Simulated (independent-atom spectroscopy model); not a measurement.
# Al2O3 on Si: peak ratios against emission angle

Aim: the ratio of the Al 1s peak of the film to the Si 1s peak of the substrate as the sample is tilted.

The numbers are computed with independent-atom spectroscopy model (version 2): angle-resolved photoelectron peak ratio of a uniform film on a substrate: exponential attenuation with lengths from TPP-2M (nominal gaps) and the elastic albedo, Dirac-Hartree-Slater cross sections, magic-angle geometry.

## Step 1: Film and substrate

0.42 nm of Al2O3 (3.55 g/cm³) on Si (2.33 g/cm³).

## Step 2: The run

Input values:

```json
{
  "film": "Al2O3",
  "film_density": 3.55,
  "base": "Si",
  "base_density": 2.33,
  "photon_energy": 5414.7,
  "film_peak": "Al 1s",
  "base_peak": "Si 1s",
  "thickness": 0.42,
  "emission_angle": [0, 10, 20, 30, 40, 45, 50, 55]
}
```

Units: film_density in g/cm³, base_density in g/cm³, photon_energy in eV, thickness in nm, emission_angle in degrees.

Q: Predict the outcome of this session. Wanted: ratio at normal emission; ratio at 55°.

**Answer**, as computed:

| quantity | value |
| --- | --- |
| ratio at normal emission | 0.0431 |
| ratio at 55° | 0.0770 |
| attenuation length of the substrate peak in the film | 6.75 nm |
| thickness over that length | 0.06 |

**Reading.** At 0° the substrate keeps 94 % of its signal through 0.062 attenuation lengths of film. At 55° the ratio is 1.8 times as large, since the way out grows as 1/cos θ. Islands, roughness and grazing exit, where elastic scattering matters more, are outside the model.
